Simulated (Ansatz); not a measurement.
# CH₆AlClSi: basis-set convergence

An exercise on one series of results from a longer session: the logs are not shown, and one member is left open.

The runs use Ansatz 0.2.0, Gaussian basis; one geometry, several basis sets.

The runs, in order: PBE0-D4/def2-SVP; ωB97M-V/def2-SVP; PBE0-D4/def2-QZVPP; ωB97M-V/def2-QZVPP; the functionals' def2-TZVPP values are taken from earlier runs.

### The geometry

An earlier PBE0-D4 in a triple-zeta def2 set relaxation fixed the geometry.

SMILES `C[SiH]([AlH2])Cl`, 10 atoms, charge 0, spin multiplicity 1.

Atoms are counted from 1 here; the program's logs count them from 0.

Bond lengths: C1–Si2 1.873 Å, C1–H5 1.092 Å, C1–H6 1.094 Å, C1–H7 1.092 Å, Si2–Al3 2.466 Å, Si2–Cl4 2.082 Å, Si2–H8 1.493 Å, Al3–H9 1.587 Å, Al3–H10 1.591 Å. Angles: Si2–C1–H5 111.3°, Si2–C1–H6 110.0°, Si2–C1–H7 110.3°, H5–C1–H6 108.4°, H5–C1–H7 108.3°, H6–C1–H7 108.4°, C1–Si2–Al3 114.8°, C1–Si2–Cl4 107.8°, C1–Si2–H8 108.2°, Al3–Si2–Cl4 109.0°, Al3–Si2–H8 111.1°, Cl4–Si2–H8 105.5°, Si2–Al3–H9 121.3°, Si2–Al3–H10 119.3°, H9–Al3–H10 119.4°.

Set-up of the first run:

in.yaml

```yaml
crystal:
  periodic: [false, false, false]
  atoms:
    - {symbol: C, position_ang: [-1.011196, 1.258850, -0.006227]}
    - {symbol: Si, position_ang: [-0.338404, -0.416233, -0.505374]}
    - {symbol: Al, position_ang: [1.823142, -1.011048, 0.520931]}
    - {symbol: Cl, position_ang: [-1.753598, -1.852295, 0.015387]}
    - {symbol: H, position_ang: [-1.152775, 1.322977, 1.074389]}
    - {symbol: H, position_ang: [-0.316934, 2.047023, -0.311124]}
    - {symbol: H, position_ang: [-1.973480, 1.439583, -0.490313]}
    - {symbol: H, position_ang: [-0.256098, -0.460761, -1.995180]}
    - {symbol: H, position_ang: [1.968193, -2.284563, 1.456046]}
    - {symbol: H, position_ang: [3.094451, -0.094733, 0.244464]}
basis:
  gaussian: {orbitals: def2-SVP}
hamiltonian: {xc: pbe0, dispersion: d4}
output: {orbitals: {seedname: orbitals}}
```

Command:

```
ansatz run in.yaml --threads 2 --pin off --events-out ev --progress --plain --max-ram 4352MiB
```

Among the steps run: PBE0-D4 in def2-SVP; ωB97M-V in def2-SVP; PBE0-D4 in def2-QZVPP; ωB97M-V in def2-QZVPP.

One of the session's tables, all rows but one given; the rest of the session is left out.

It belongs to the step «Functionals by basis». 

| functional | basis | HOMO (eV) | LUMO (eV) |
| --- | --- | --- | --- |
| PBE0-D4 | def2-SVP | -7.28 | -2.20 |
| PBE0-D4 | def2-TZVPP | -7.32 | -2.21 |
| PBE0-D4 | def2-QZVPP | ? | ? |
| ωB97M-V | def2-SVP | -9.23 | -0.51 |
| ωB97M-V | def2-TZVPP | -9.31 | -0.59 |
| ωB97M-V | def2-QZVPP | -9.33 | -0.69 |

**Question.** Estimate the row for PBE0-D4, def2-QZVPP.

**Answer.** HOMO (eV): -7.33; LUMO (eV): -2.23. In the column «HOMO (eV)» it lies between ωB97M-V, def2-SVP (-9.23) and PBE0-D4, def2-TZVPP (-7.32).
